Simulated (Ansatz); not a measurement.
# P: the cost of one run

Program: Ansatz 0.2.0. Level of theory: DFT PBEsol, scalar-relativistic, plane waves, PAW. These are calculated values, not measurements.

## Step 1: The starting structure

Symmetry: R-3m, No. 166, trigonal system. Conventional cell: a = 7.807 Å, b = 7.807 Å, c = 19.972 Å, α = 90.00°, β = 90.00°, γ = 120.00°. P (site symmetry m) is surrounded by 6 P at 2.65 to 2.87 Å. P (site symmetry m) has 7 P at 2.83 to 3.20 Å as nearest neighbours.

Coordinates:

```cif
data_structure
_symmetry_space_group_name_H-M 'R-3m:H'
_symmetry_Int_Tables_number 166
_cell_length_a 7.8073
_cell_length_b 7.8073
_cell_length_c 19.9718
_cell_angle_alpha 90.000
_cell_angle_beta 90.000
_cell_angle_gamma 120.000
_cell_volume 1054.26
loop_
_atom_site_label
_atom_site_type_symbol
_atom_site_symmetry_multiplicity
_atom_site_Wyckoff_symbol
_atom_site_fract_x
_atom_site_fract_y
_atom_site_fract_z
_atom_site_occupancy
P1 P 18 h 0.78553 0.21447 0.22466 1
P2 P 18 h 0.19686 0.80314 0.02432 1
```

This is candidate A: alpha-boron type (R-3m, No. 166).

(A quick probe on a coarse mesh, which set the mesh and smearing, is not shown.)

## Step 3: Rough relaxation on the coarse mesh (candidate A)

The input, input.yaml:

```yaml
crystal:
  lattice:
    - [3.9036422635, 2.2537689117, 6.6572799555]
    - [-3.9036422635, 2.2537689117, 6.6572799555]
    - [0.0, -4.5075378232, 6.6572799555]
  atoms:
    - { symbol: P, position: [0.01019, 0.65361, 0.01019] }
    - { symbol: P, position: [0.01019, 0.01019, 0.65361] }
    - { symbol: P, position: [0.65361, 0.01019, 0.01019] }
    - { symbol: P, position: [0.98981, 0.34639, 0.98981] }
    - { symbol: P, position: [0.34639, 0.98981, 0.98981] }
    - { symbol: P, position: [0.98981, 0.98981, 0.34639] }
    - { symbol: P, position: [0.22118, 0.6306, 0.22118] }
    - { symbol: P, position: [0.22118, 0.22118, 0.6306] }
    - { symbol: P, position: [0.6306, 0.22118, 0.22118] }
    - { symbol: P, position: [0.77882, 0.3694, 0.77882] }
    - { symbol: P, position: [0.3694, 0.77882, 0.77882] }
    - { symbol: P, position: [0.77882, 0.77882, 0.3694] }
basis:
  ecutwfc: 420
kpoints:
  mp_grid: { grid: [3, 3, 3] }
hamiltonian:
  xc: pbesol
scf:
  occupations: { method: gaussian, width: 0.1 }
  lower_state_search: "off"
output:
  forces: true
  stress: true
  eigenvalues: true
relax:
  adjacent_minimum: "off"
  f_tol: 0.04
  max_steps: 70
  cell: { stress_tol: 0.4 }
```

What time and memory should one allow on 1 thread of an Arm CPU, shared host?

About 3 min, with a peak of 0.52 GiB.
